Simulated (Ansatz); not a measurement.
# C2H5NOSSi: a ladder of functionals and wavefunction methods

Aim: compute C2H5NOSSi with functionals from several rungs and with coupled cluster, and see how far each lands from CCSD(T) at the basis-set limit for the atomisation energy.

Computed with Ansatz 0.2.0, Gaussian basis. Level: functionals in def2-TZVPP, the program's frozen cores in correlated methods.

Levels to be run: PBE-D4, r2SCAN-D4, PBE0-D4, B3LYP-D4, ωB97X-V, ωB97M-V, B2PLYP; CCSD(T)/def2-TZVPP; MP2/def2-QZVPP; extrapolation to the limit.

### Step 1. Structure used throughout

All runs share one geometry, relaxed beforehand with PBE0-D4 in a triple-zeta def2 set.

SMILES `O[SiH2]N1C=C1S`, 11 atoms, charge 0, spin multiplicity 1.

Atoms are counted from 1 here; the program's logs count them from 0.

Bond lengths: O1–Si2 1.650 Å, O1–H7 0.958 Å, Si2–N3 1.747 Å, Si2–H8 1.488 Å, Si2–H9 1.479 Å, N3–C4 1.513 Å, N3–C5 1.491 Å, C4–C5 1.276 Å, C4–H10 1.072 Å, C5–S6 1.695 Å, S6–H11 1.348 Å. Angles: Si2–O1–H7 117.7°, O1–Si2–N3 116.0°, O1–Si2–H8 111.0°, O1–Si2–H9 105.5°, N3–Si2–H8 105.6°, N3–Si2–H9 107.2°, H8–Si2–H9 111.6°, Si2–N3–C4 121.5°, Si2–N3–C5 121.2°, C4–N3–C5 50.3°, N3–C4–C5 64.0°, N3–C4–H10 138.5°, C5–C4–H10 156.9°, N3–C5–C4 65.8°, N3–C5–S6 138.0°, C4–C5–S6 155.4°, C5–S6–H11 95.4°.

### Step 2. PBE-D4 (GGA)

Contents of in.yaml:

```yaml
crystal:
  periodic: [false, false, false]
  atoms:
    - {symbol: O, position_ang: [-0.103326, -1.389785, 1.557374]}
    - {symbol: Si, position_ang: [0.109172, -1.419340, -0.078228]}
    - {symbol: N, position_ang: [0.592634, 0.088824, -0.815230]}
    - {symbol: C, position_ang: [1.293397, 1.168318, -0.020050]}
    - {symbol: C, position_ang: [0.073204, 1.394461, -0.317027]}
    - {symbol: S, position_ang: [-1.414317, 2.201344, -0.213600]}
    - {symbol: H, position_ang: [-0.874790, -0.935243, 1.898358]}
    - {symbol: H, position_ang: [-1.144850, -1.820399, -0.771395]}
    - {symbol: H, position_ang: [1.198633, -2.390747, -0.317193]}
    - {symbol: H, position_ang: [2.231854, 1.318295, 0.476878]}
    - {symbol: H, position_ang: [-1.896410, 1.727173, -1.379386]}
basis:
  gaussian: {orbitals: def2-TZVPP}
hamiltonian: {xc: pbe, dispersion: d4}
output: {forces: true, orbitals: {seedname: orbitals}}
```

Command:

```
> ansatz run in.yaml --threads 4 --pin off --events-out ev --progress --plain --max-ram 10444MiB
```

After this run come: r2SCAN-D4 (meta-GGA); PBE0-D4 (hybrid); B3LYP-D4 (hybrid); ωB97X-V (range-separated); ωB97M-V (range-separated); B2PLYP (double hybrid); CCSD(T) in def2-TZVPP; MP2 in def2-QZVPP.

**Question.** What will the summary of the whole plan be? Wanted: atomisation energy, CCSD(T)/CBS; farthest; mean size of error, hybrid; mean size of error, range-separated; gap, smallest and largest; T1 diagnostic; triples share of the correlation energy.

**Answer**, as computed:

| quantity | value |
| --- | --- |
| atomisation energy, CCSD(T)/CBS | 3996.3 kJ/mol |
| functionals within 20.0 kJ/mol (0.5 %) | r2SCAN-D4, PBE0-D4, B3LYP-D4 |
| farthest | PBE-D4 (+139.3 kJ/mol) |
| mean size of error, hybrid | 7.8 kJ/mol |
| mean size of error, range-separated | 21.3 kJ/mol |
| gap, smallest and largest | 2.77 eV (PBE-D4), 9.44 eV (ωB97X-V) |
| T1 diagnostic | 0.0130 |
| triples share of the correlation energy | 4.5 % |

PBE-D4 misses by +139.3 kJ/mol. Double hybrids carry the basis error of their MP2 part in triple zeta, and no dispersion term here, so their miss is partly the set-up's. The reference freezes the cores and leaves out relativity and excitations past (T), so misses under about 20.0 kJ/mol can't be ranked. Hartree-Fock recovers 66 % of the binding; the rest is correlation. The gap grows from 2.8 to 9.4 eV across the functionals, mostly with the share of exact exchange. The restricted reference is unstable towards a spin-broken one.
